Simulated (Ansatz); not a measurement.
# GaC+ (singlet): the correlation ladder at distance C1–Ga2 = 1.612 Å, cc-pVDZ

An exercise on one series of results from a longer session: the logs are not shown, and one member is left open.

Computed with Ansatz 0.2.0, Gaussian basis. Level: cc-pVDZ, core rule «outside noble gas», up to 15 orbitals frozen.

The runs, in order: UHF; CCSD(T) on RHF; CCSD(T) on UHF; BCCD(T) on RHF; CISD; CCSDT(Q) on RHF; CCSDT(Q) on UHF; CCSDTQ on RHF; CASSCF and MRCISD+Q, 2 electrons in 2 orbitals; CASSCF and NEVPT2, 2 electrons in 2 orbitals; Full CI.

35 further runs of the same task are left out: 9 for a known fault of the program, 19 that didn't finish, 7 set aside as unsound or not needed. Runs told in other sessions of the task aren't counted.

### The system

The geometry derives from a PBE0/def2-TZVP stationary point (not a proven minimum). One bond is set to the value named and the two fragments are kept rigid. No spin-orbit coupling is included. The filled d shell of Ga may be among the frozen orbitals whatever the setting's name suggests.

2 atoms, charge 1, spin multiplicity 1.

Atoms are counted from 1 here; the program's logs count them from 0.

Bond lengths: C1–Ga2 1.612 Å.

The first run:

File in.yaml:

```yaml
crystal:
  periodic: [false, false, false]
  atoms:
    - {symbol: C, position_ang: [0.000000, 0.000000, 0.000000]}
    - {symbol: Ga, position_ang: [0.000000, 0.000000, 1.612000]}
basis:
  gaussian: {orbitals: cc-pVDZ}
total_charge: 1
magnetization: {spin_polarized: true, initial_magnetization: 0}
hamiltonian: {xc: hf}
output: {orbitals: {seedname: orbitals}}
```

Started as:

```
$ ansatz run in.yaml --threads 1 --pin off --events-out ev --progress --plain --max-ram 2393MiB
```

Steps of the session up to this table: UHF; CCSD(T) on RHF; CCSD(T) on UHF; BCCD(T) on RHF; CISD; CCSDT(Q) on RHF; CCSDT(Q) on UHF; CCSDTQ on RHF; CASSCF and MRCISD+Q, 2 electrons in 2 orbitals; CASSCF and NEVPT2, 2 electrons in 2 orbitals; Full CI.

One of the session's tables, all rows but one given; the rest of the session is left out.

It belongs to the step «Misses and costs». 

```
   method  from FCI (kcal/mol)
      RHF              +123.44
     RMP2               +34.89
    RCCSD                    ?
 RCCSD(T)                +6.12
  BCCD(T)                +6.29
   RCCSDT                +2.33
RCCSDT(Q)                 0.00
  RCCSDTQ                +0.11
      FCI                    0
```

Estimate the missing values for RCCSD.

The run gave: from FCI (kcal/mol): +12.76. In the column «from FCI (kcal/mol)» it lies between BCCD(T) (+6.29) and RMP2 (+34.89).

Not comparable, so not listed: CISD (they don't share determinant, frozen orbitals or solution with the rows shown, or repeat one).

Caveats from the session: The report flags that the cluster equations may have other roots. Left out of the table: CASSCF pair, NEVPT2 pair, MRCISD pair, MRCISD+Q pair (the active space lost an orbital or holds another state than full CI finds). Left out of the table: UHF, UMP2, UCCSD, UCCSD(T), UCCSDT, UCCSDT(Q) (another determinant or state than the rows shown). The program flags RCCSD(T), BCCD(T), RCCSDT(Q), RCCSDTQ as in doubt, so those rows may rest on another solution.
